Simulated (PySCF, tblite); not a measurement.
# C5H12O2: a rotation path, then NMR shifts on frames, part 2 of 2

tblite 0.8.0 and PySCF 2.14.0. Atoms count from 0. Earlier steps stand in the parts before.

### Step 5. Shielding tensors: image 4, PBE0/pcSseg-1

The job: settings as JSON, then the geometry in Å.

```
{"job": {"kind": "nmr", "xc": "PBE0", "basis": "pcSseg-1", "pop": false}, "charge": 0, "multiplicity": 1}
C      2.016500    -0.308400    -0.752100
O      1.158500    -0.010900     0.315000
C     -0.269500    -0.031900     0.120100
C     -0.846700    -1.080300     1.076200
C     -0.733400    -0.318400    -1.306100
C     -0.744200     1.376100     0.546900
O     -0.286100     1.711800     1.827000
H      1.895100    -1.335700    -1.110900
H      1.899800     0.381500    -1.594600
H      3.021800    -0.192900    -0.348400
H     -0.559400    -0.840900     2.096500
H     -0.465600    -2.066800     0.826100
H     -1.930500    -1.089100     1.009600
H     -1.813400    -0.201000    -1.350900
H     -0.291300     0.372500    -2.018600
H     -0.486800    -1.336300    -1.597900
H     -1.834000     1.421600     0.580800
H     -0.384100     2.109700    -0.190900
H      0.643400     1.448700     1.864800
```

Method: GIAO PBE0/pcSseg-1 NMR shielding, non-relativistic, gas phase.

Log:

```text
coarse grid: 15048 points
cycle   1  E = -347.5539418858  dE =  7.114e-01  |g| = 8.047e-01  |ddm| = 3.570e+00
cycle   2  E = -347.4519158502  dE =  1.020e-01  |g| = 1.116e+00  |ddm| = 1.601e+00
cycle   3  E = -347.6752588537  dE = -2.233e-01  |g| = 1.044e-01  |ddm| = 1.048e+00
cycle   4  E = -347.6771789753  dE = -1.920e-03  |g| = 3.973e-02  |ddm| = 9.615e-02
cycle   5  E = -347.6775207175  dE = -3.417e-04  |g| = 8.376e-03  |ddm| = 3.470e-02
cycle   6  E = -347.6775299765  dE = -9.259e-06  |g| = 3.948e-03  |ddm| = 8.307e-03
cycle   7  E = -347.6775327346  dE = -2.758e-06  |g| = 3.458e-04  |ddm| = 3.069e-03
final grid: 142920 points
cycle   8  E = -347.7422423941  dE = -5.707e-05  |g| = 1.385e-02  |ddm| = 3.929e-02
cycle   9  E = -347.7422074520  dE =  3.494e-05  |g| = 1.965e-02  |ddm| = 2.281e-02
cycle  10  E = -347.7422802705  dE = -7.282e-05  |g| = 1.620e-03  |ddm| = 1.385e-02
cycle  11  E = -347.7422808185  dE = -5.480e-07  |g| = 2.267e-04  |ddm| = 1.576e-03
cycle  12  E = -347.7422808277  dE = -9.231e-09  |g| = 1.061e-04  |ddm| = 3.141e-04
cycle  13  E = -347.7422808296  dE = -1.850e-09  |g| = 3.434e-05  |ddm| = 1.046e-04
cycle  14  E = -347.7422808298  dE = -2.076e-10  |g| = 3.731e-06  |ddm| = 2.770e-05
converged SCF energy = -347.7422808298

GIAO shielding tensors (ppm)
atom      isotropic    diamagn.    paramagn.     s11        s22        s33       span
  0 C      134.152     243.895    -109.743    109.809    110.648    181.998     72.189
  1 O      313.814     400.451     -86.637    265.718    308.045    367.680    101.961
  2 C      108.785     244.131    -135.345     86.395     93.422    146.539     60.143
  3 C      160.439     248.140     -87.701    136.975    157.504    186.838     49.863
  4 C      166.685     250.123     -83.438    155.014    157.899    187.142     32.128
  5 C      111.887     245.583    -133.695     91.399    105.171    139.091     47.692
  6 O      319.377     389.967     -70.590    293.310    305.623    359.199     65.889
  7 H       28.261      30.307      -2.046     23.944     25.801     35.039     11.095
  8 H       28.256      30.540      -2.284     24.007     25.838     34.924     10.917
  9 H       28.095      28.922      -0.827     23.637     25.591     35.058     11.420
 10 H       29.645      30.845      -1.201     25.239     29.085     34.609      9.370
 11 H       30.663      31.311      -0.648     27.062     29.119     35.808      8.746
 12 H       31.221      31.281      -0.060     27.350     28.289     38.024     10.673
 13 H       30.992      31.271      -0.279     27.207     28.695     37.074      9.866
 14 H       30.393      32.114      -1.721     26.359     28.444     36.375     10.016
 15 H       30.375      31.907      -1.532     27.128     27.987     36.009      8.882
 16 H       28.506      31.122      -2.616     24.574     28.714     32.229      7.655
 17 H       27.912      31.363      -3.451     22.945     28.904     31.885      8.940
 18 H       29.988      34.135      -4.147     19.240     30.414     40.309     21.068
```

It took 37 s on 1 thread of Arm Neoverse N1, shared host; peak memory 0.85 GiB.

Key values: δ C2 78.1, C5 75.0, C0 52.8, C3 26.5, H17 3.81, H9 3.62 ppm.

### Step 6. NMR shieldings: image 6, PBE0/pcSseg-1

The job: settings as JSON, then the geometry in Å.

```
{"job": {"kind": "nmr", "xc": "PBE0", "basis": "pcSseg-1", "pop": false}, "charge": 0, "multiplicity": 1}
C      2.002500    -0.113400    -0.742400
O      1.127100    -0.320000     0.336400
C     -0.280800    -0.134400     0.126300
C     -0.957100    -1.064200     1.135300
C     -0.756500    -0.465400    -1.288000
C     -0.619100     1.335200     0.468900
O     -0.141600     1.694800     1.736600
H      1.921400    -0.913900    -1.485500
H      1.852100     0.852000    -1.237000
H      3.003200    -0.133600    -0.312700
H     -0.653200    -0.796200     2.143300
H     -0.659600    -2.091000     0.942900
H     -2.036300    -0.980800     1.057400
H     -1.824000    -0.271900    -1.357300
H     -0.255000     0.145100    -2.034200
H     -0.577200    -1.514600    -1.510300
H     -1.700900     1.480400     0.486500
H     -0.192900     1.999100    -0.299500
H      0.738200     1.302300     1.825800
```

Level: GIAO PBE0/pcSseg-1 NMR shielding, non-relativistic, gas phase.

Log:

```text
coarse grid: 15048 points
cycle   1  E = -347.5561955106  dE =  7.127e-01  |g| = 8.057e-01  |ddm| = 3.571e+00
cycle   2  E = -347.4531580936  dE =  1.030e-01  |g| = 1.119e+00  |ddm| = 1.609e+00
cycle   3  E = -347.6776961989  dE = -2.245e-01  |g| = 1.053e-01  |ddm| = 1.050e+00
cycle   4  E = -347.6796423593  dE = -1.946e-03  |g| = 3.992e-02  |ddm| = 9.719e-02
cycle   5  E = -347.6799816350  dE = -3.393e-04  |g| = 8.792e-03  |ddm| = 3.478e-02
cycle   6  E = -347.6799919186  dE = -1.028e-05  |g| = 4.008e-03  |ddm| = 8.762e-03
cycle   7  E = -347.6799947976  dE = -2.879e-06  |g| = 3.462e-04  |ddm| = 3.210e-03
final grid: 142920 points
cycle   8  E = -347.7447685958  dE = -6.042e-05  |g| = 1.386e-02  |ddm| = 3.897e-02
cycle   9  E = -347.7447336623  dE =  3.493e-05  |g| = 1.969e-02  |ddm| = 2.254e-02
cycle  10  E = -347.7448062065  dE = -7.254e-05  |g| = 1.650e-03  |ddm| = 1.387e-02
cycle  11  E = -347.7448067756  dE = -5.691e-07  |g| = 2.369e-04  |ddm| = 1.608e-03
cycle  12  E = -347.7448067857  dE = -1.012e-08  |g| = 1.136e-04  |ddm| = 3.401e-04
cycle  13  E = -347.7448067878  dE = -2.143e-09  |g| = 3.572e-05  |ddm| = 1.116e-04
cycle  14  E = -347.7448067880  dE = -2.281e-10  |g| = 3.760e-06  |ddm| = 2.907e-05
converged SCF energy = -347.7448067880

GIAO shielding tensors (ppm)
atom      isotropic    diamagn.    paramagn.     s11        s22        s33       span
  0 C      134.323     244.905    -110.581    107.560    114.161    181.248     73.688
  1 O      311.930     399.225     -87.294    262.719    323.063    350.010     87.291
  2 C      108.907     244.484    -135.577     87.448     93.793    145.480     58.032
  3 C      158.956     247.854     -88.898    134.400    155.006    187.461     53.061
  4 C      165.503     249.921     -84.418    151.790    157.912    186.806     35.016
  5 C      118.041     245.959    -127.918     93.900    105.725    154.497     60.597
  6 O      317.602     390.095     -72.493    286.397    305.605    360.804     74.407
  7 H       28.314      30.278      -1.964     23.730     26.171     35.042     11.311
  8 H       28.405      30.936      -2.531     24.422     25.649     35.144     10.722
  9 H       28.158      29.139      -0.981     23.730     25.576     35.170     11.440
 10 H       29.652      30.814      -1.162     25.225     29.136     34.594      9.369
 11 H       30.753      31.096      -0.343     27.170     28.954     36.133      8.963
 12 H       31.150      31.081       0.069     27.298     28.196     37.955     10.657
 13 H       30.971      31.332      -0.361     27.234     28.627     37.052      9.818
 14 H       30.413      32.117      -1.704     26.259     29.127     35.854      9.595
 15 H       30.487      31.622      -1.136     27.192     27.707     36.562      9.370
 16 H       28.577      31.254      -2.677     24.628     28.578     32.524      7.896
 17 H       27.684      31.525      -3.841     23.118     28.369     31.566      8.448
 18 H       30.236      34.221      -3.984     19.669     30.708     40.332     20.663
```

It took 37 s on 1 thread of Arm Neoverse N1, shared host; peak memory 0.85 GiB.

This run: δ C2 78.0, C5 68.9, C0 52.6, C3 28.0, H17 4.03, H9 3.56 ppm.

### Step 7. Shielding tensors: image 8, PBE0/pcSseg-1

The job: settings as JSON, then the geometry in Å.

```
{"job": {"kind": "nmr", "xc": "PBE0", "basis": "pcSseg-1", "pop": false}, "charge": 0, "multiplicity": 1}
C      1.996500    -0.015700    -0.680800
O      1.094300    -0.454100     0.306600
C     -0.298100    -0.182000     0.109300
C     -1.009000    -1.041300     1.157400
C     -0.792200    -0.539900    -1.292600
C     -0.554600     1.312200     0.409000
O      0.019900     1.687400     1.632200
H      1.892200    -0.584500    -1.609800
H      1.891800     1.051300    -0.900500
H      2.988700    -0.195500    -0.268200
H     -0.708600    -0.728100     2.153600
H     -0.736200    -2.084100     1.022500
H     -2.085400    -0.933700     1.063500
H     -1.873600    -0.442200    -1.325400
H     -0.367300     0.119500    -2.045900
H     -0.527700    -1.567800    -1.530200
H     -1.627600     1.502400     0.478000
H     -0.149200     1.931900    -0.406800
H      0.836300     1.173400     1.720800
```

Method: GIAO PBE0/pcSseg-1 NMR shielding, non-relativistic, gas phase.

Log:

```text
coarse grid: 15048 points
cycle   1  E = -347.5587563429  dE =  7.149e-01  |g| = 8.027e-01  |ddm| = 3.572e+00
cycle   2  E = -347.4568733340  dE =  1.019e-01  |g| = 1.114e+00  |ddm| = 1.596e+00
cycle   3  E = -347.6792399601  dE = -2.224e-01  |g| = 1.053e-01  |ddm| = 1.040e+00
cycle   4  E = -347.6811912336  dE = -1.951e-03  |g| = 3.959e-02  |ddm| = 9.760e-02
cycle   5  E = -347.6815235295  dE = -3.323e-04  |g| = 8.977e-03  |ddm| = 3.460e-02
cycle   6  E = -347.6815343324  dE = -1.080e-05  |g| = 4.039e-03  |ddm| = 8.933e-03
cycle   7  E = -347.6815372641  dE = -2.932e-06  |g| = 3.593e-04  |ddm| = 3.272e-03
final grid: 142920 points
cycle   8  E = -347.7461804305  dE = -5.670e-05  |g| = 1.403e-02  |ddm| = 3.719e-02
cycle   9  E = -347.7461443595  dE =  3.607e-05  |g| = 1.998e-02  |ddm| = 2.275e-02
cycle  10  E = -347.7462186434  dE = -7.428e-05  |g| = 1.660e-03  |ddm| = 1.407e-02
cycle  11  E = -347.7462192209  dE = -5.775e-07  |g| = 2.422e-04  |ddm| = 1.625e-03
cycle  12  E = -347.7462192313  dE = -1.037e-08  |g| = 1.191e-04  |ddm| = 3.452e-04
cycle  13  E = -347.7462192337  dE = -2.376e-09  |g| = 3.482e-05  |ddm| = 1.135e-04
cycle  14  E = -347.7462192339  dE = -2.157e-10  |g| = 3.812e-06  |ddm| = 2.858e-05
converged SCF energy = -347.7462192339

GIAO shielding tensors (ppm)
atom      isotropic    diamagn.    paramagn.     s11        s22        s33       span
  0 C      135.533     245.511    -109.978    107.749    115.103    183.746     75.998
  1 O      304.336     398.742     -94.406    264.048    311.036    337.924     73.876
  2 C      109.317     244.971    -135.654     87.074     95.294    145.583     58.508
  3 C      159.002     247.686     -88.684    133.109    155.174    188.722     55.613
  4 C      164.671     249.584     -84.914    148.567    157.911    187.534     38.967
  5 C      120.158     246.701    -126.542     93.086    106.081    161.308     68.221
  6 O      317.805     390.678     -72.872    285.821    304.363    363.232     77.412
  7 H       28.397      30.432      -2.035     23.751     26.516     34.924     11.173
  8 H       28.443      31.034      -2.590     23.965     26.226     35.140     11.175
  9 H       28.165      29.253      -1.088     23.772     25.453     35.270     11.498
 10 H       29.719      30.778      -1.059     25.183     29.229     34.744      9.560
 11 H       30.656      30.905      -0.249     27.001     28.780     36.189      9.188
 12 H       31.119      31.020       0.099     27.250     28.142     37.965     10.716
 13 H       30.910      31.329      -0.418     27.079     28.634     37.018      9.939
 14 H       30.479      31.939      -1.460     26.409     29.022     36.006      9.597
 15 H       30.496      31.369      -0.873     27.349     27.504     36.634      9.284
 16 H       28.489      31.330      -2.841     24.691     28.214     32.563      7.871
 17 H       27.574      31.799      -4.225     23.692     27.749     31.281      7.590
 18 H       30.202      34.458      -4.256     19.729     30.956     39.920     20.191
```

Run time: 37 s. Hardware: 1 thread of Arm Neoverse N1, shared host; peak memory 0.85 GiB.

In short: δ C2 77.6, C5 66.8, C0 51.4, C3 27.9, H17 4.14, H9 3.55 ppm.

### Step 8. Comparing the runs: NMR shifts

Shifts (ppm) of some atoms, chosen among heavy atoms and hydrogens apart, with basis size and wall time:

```csv
frame,C5,C4,C3,H11,H14,O1,O6,functions,time
image 0,76.4,22.6,20.2,1.38,0.86,46.1,17.8,179,38 s
image 2,77.1,22.5,20.8,1.30,1.09,36.7,17.5,179,37 s
image 4,75.0,20.2,26.5,1.05,1.32,22.3,16.7,179,37 s
image 6,68.9,21.4,28.0,0.96,1.30,24.1,18.5,179,37 s
image 8,66.8,22.3,27.9,1.06,1.24,31.7,18.3,179,37 s
```

### Step 9. Summary of results

What follows sums up all 2 parts.

| quantity | value |
| --- | --- |
| barrier | 0.100 eV (2.3 kcal/mol) at image 4 |
| end to end (GFN2-xTB) | 0.020 eV |
| 13C shifts against TMS (PBE0/pcSseg-1, image 0) | 77.9, 76.4, 51.4, 22.6, 20.2 ppm |
| 1H shifts against TMS (PBE0/pcSseg-1, image 0) | 3.87, 3.68, 3.36, 3.36, 3.34, 1.75, 1.67, 1.54, 1.38, 0.86, 0.72, 0.68 ppm |
| 17O shifts against H2O (PBE0/pcSseg-1, image 0) | 46.1, 17.8 ppm |
| range of the shift of O1 | 22.3 to 46.1 ppm |

What this shows: Along the band the dihedral turns by 111°, and the top (dihedral -3°) lies 2.3 kcal/mol above the start (GFN2-xTB, rough), so at room temperature this motion is fast. Ends this close can change order at a higher level. The top was not checked by a frequency run. Shifts at one fixed geometry are not the observed spectrum, which averages over the motion. In the first frame run (image 0): The largest span, 133 ppm, is at O1, where the paramagnetic term is -110 ppm. In ppm, O1 moves most: its shift spreads over 23.8 ppm, from 22.3 (image 4) to 46.1 (image 0).
